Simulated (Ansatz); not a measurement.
# KRu: the cost of one run

Computed with Ansatz 0.2.0 (DFT PBE, scalar-relativistic, plane waves, PAW, unless a step's input says otherwise).

1 further run of the same task is left out (set aside as unsound or not needed).

## Step 1: Starting point

Symmetry: Pm-3m, No. 221, cubic system. The conventional cell has a = 3.747 Å, b = 3.747 Å, c = 3.747 Å, α = 90.00°, β = 90.00°, γ = 90.00°. K (site symmetry m-3m) has 8 Ru at 3.24 Å as nearest neighbours. Around Ru (site symmetry m-3m) lie 8 K at 3.24 Å.

Structure file:

```
K Ru
1.0
     3.74672    0.00000    0.00000
     0.00000    3.74672    0.00000
     0.00000    0.00000    3.74672
K Ru
1 1
Direct
  0.50000 0.50000 0.50000
  0.00000 0.00000 0.00000
```

The cell was relaxed beforehand at this level, from a database cell with other species swapped in; it is a trial structure. At a tolerance of 0.05 Å it has space group Pm-3m (No. 221); it has 26.30 Å³/atom, an uncorrected energy of +2.04 eV/atom over the elements.

## Step 2: Bands, states and charges

The input, input.yaml:

```yaml
crystal:
  lattice:
    - [3.7467178248, 0.0, 0.0]
    - [0.0, 3.7467178248, 0.0]
    - [0.0, 0.0, 3.7467178248]
  atoms:
    - { symbol: K, position: [0.5, 0.5, 0.5] }
    - { symbol: Ru, position: [0.0, 0.0, 0.0], spin: 2.19 }
basis:
  ecutwfc: 420
kpoints:
  mp_grid: { grid: [14, 14, 14] }
  band_path:
    path:
      - [[0.0, 0.0, 0.0], [0.0, 0.5, 0.0], [0.5, 0.5, 0.0], [0.0, 0.0, 0.0], [0.5, 0.5, 0.5], [0.0, 0.5, 0.0]]
      - [[0.5, 0.5, 0.5], [0.5, 0.5, 0.0]]
    npoints: 14
hamiltonian:
  xc: pbe
scf:
  occupations: { method: gaussian, width: 0.1 }
  n_extra_bands: 6
output:
  forces: true
  stress: true
  eigenvalues: true
  populations: true
  dos: { projected: true, de: 0.02, nscf_kmesh: { grid: [17, 17, 17] } }
  bader: true
magnetization:
  spin_polarized: true
checkpoint:
  read: start.run
  write: ck
  compress: false
  write_wavefunctions: false
  write_every: 100000
```

Run with:

```bash
$ ansatz run input.yaml --threads 1 --pin off --max-ram 2048MiB --backend cpu --events-out ev --progress --plain --runs-dir out
```

**Question.** How long does this run take on 1 thread of Arm Neoverse V2, shared host, and how much memory does it need?

About 28 s, with a peak of 0.49 GiB.
